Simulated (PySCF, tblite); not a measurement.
# C3H13N3OSi: geometry, infrared bands and NMR shifts

Wanted: the infrared bands and NMR shifts of C3H13N3OSi (`NCC(CN)N[SiH2]O`), by calculation.

Computed with tblite 0.8.0 and PySCF 2.14.0, with density-fitted response routines of our own, on a single molecule in the gas phase. Atoms are numbered from 0 throughout.

## (1) Starting geometry

21 atoms, charge 0, multiplicity 1; geometry from: force field or distance geometry start.

Bonds of the start (Å): N0–C1 1.46, C1–C2 1.55, C2–C3 1.54, C3–N4 1.46, C2–N5 1.48, N5–Si6 1.70, Si6–O7 1.65, N0–H8 1.02, N0–H9 1.02, C1–H10 1.10, C1–H11 1.11, C2–H12 1.11, C3–H13 1.10, C3–H14 1.10, N4–H15 1.02, N4–H16 1.02, N5–H17 1.03, Si6–H18 1.48, Si6–H19 1.47, O7–H20 0.99.

## (2) Relaxing the molecule with GFN2-xTB

What the job is given:

```
{"job": {"kind": "relax", "xc": "GFN2-xTB", "basis": "xTB"}, "charge": 0, "multiplicity": 1}
N     -1.260500     1.783700     1.108000
C     -1.121900     0.329200     1.054700
C     -0.556100    -0.198300    -0.292000
C     -0.245000    -1.705700    -0.227100
N      0.323200    -2.209900    -1.474400
N      0.542900     0.576000    -0.901100
Si     1.994100     1.042800    -0.139700
O      1.545800     2.248400     0.896800
H     -1.932600     2.033500     1.838500
H     -1.672000     2.101000     0.226400
H     -2.098000    -0.138600     1.243000
H     -0.462800     0.020000     1.888700
H     -1.395200    -0.087200    -1.005500
H      0.478900    -1.910000     0.582000
H     -1.160300    -2.266200     0.011600
H      0.498900    -3.207900    -1.384800
H     -0.366100    -2.101400    -2.221600
H      0.856500    -0.005400    -1.685200
H      2.522200    -0.113800     0.619500
H      2.933900     1.541000    -1.156100
H      0.565300     2.285700     1.017700
```

On the command line:

```sh
$ OMP_NUM_THREADS=1 python probes_run.py task.json out
```

This one command runs all jobs of the session in turn.

**Question.** This job is followed by: GFN2-xTB harmonic vibrations, gas phase; GIAO PBE0/pcSseg-1 NMR shielding, non-relativistic, gas phase. What will the session give for the following? strongest single infrared mode (GFN2-xTB); zero-point energy (GFN2-xTB); 13C shifts against TMS (PBE0/pcSseg-1, means over atoms taken as alike); 1H shifts against TMS (PBE0/pcSseg-1, means over atoms taken as alike); 15N shifts against NH3 (PBE0/pcSseg-1, means over atoms taken as alike); 29Si shifts against TMS (PBE0/pcSseg-1); 17O shifts against H2O (PBE0/pcSseg-1); surface potential, 1st and 99th percentile.

As calculated:

| quantity | value |
| --- | --- |
| strongest single infrared mode (GFN2-xTB) | 3234 cm⁻¹, 509 km/mol |
| zero-point energy (GFN2-xTB) | 108.4 kcal/mol |
| 13C shifts against TMS (PBE0/pcSseg-1, means over atoms taken as alike) | 61.8, 50.9 ppm |
| 1H shifts against TMS (PBE0/pcSseg-1, means over atoms taken as alike) | 7.29, 5.14, 3.04, 2.89, 2.65, 2.07, 0.77 ppm |
| 15N shifts against NH3 (PBE0/pcSseg-1, means over atoms taken as alike) | 46.9, 38.3 ppm |
| 29Si shifts against TMS (PBE0/pcSseg-1) | -38.6 ppm |
| 17O shifts against H2O (PBE0/pcSseg-1) | 35.1 ppm |
| surface potential, 1st and 99th percentile | -2.07 V and 1.62 V |

**Reading.** The optimisation took 75 steps and gained 0.350 eV; among the close pairs (by a distance rule), Si6–O7 changed most, from 1.652 to 1.617 Å. No mode is imaginary among the 57: a minimum at this level. The strongest single mode, at 3234 cm⁻¹, moves mainly H20. Unscaled tight-binding wavenumbers are off by several per cent, some by more. Its intensities can rank the bands wrongly. At PBE0/pcSseg-1: The widest tensor belongs to O7: span 97 ppm, with a paramagnetic part of -91 ppm.
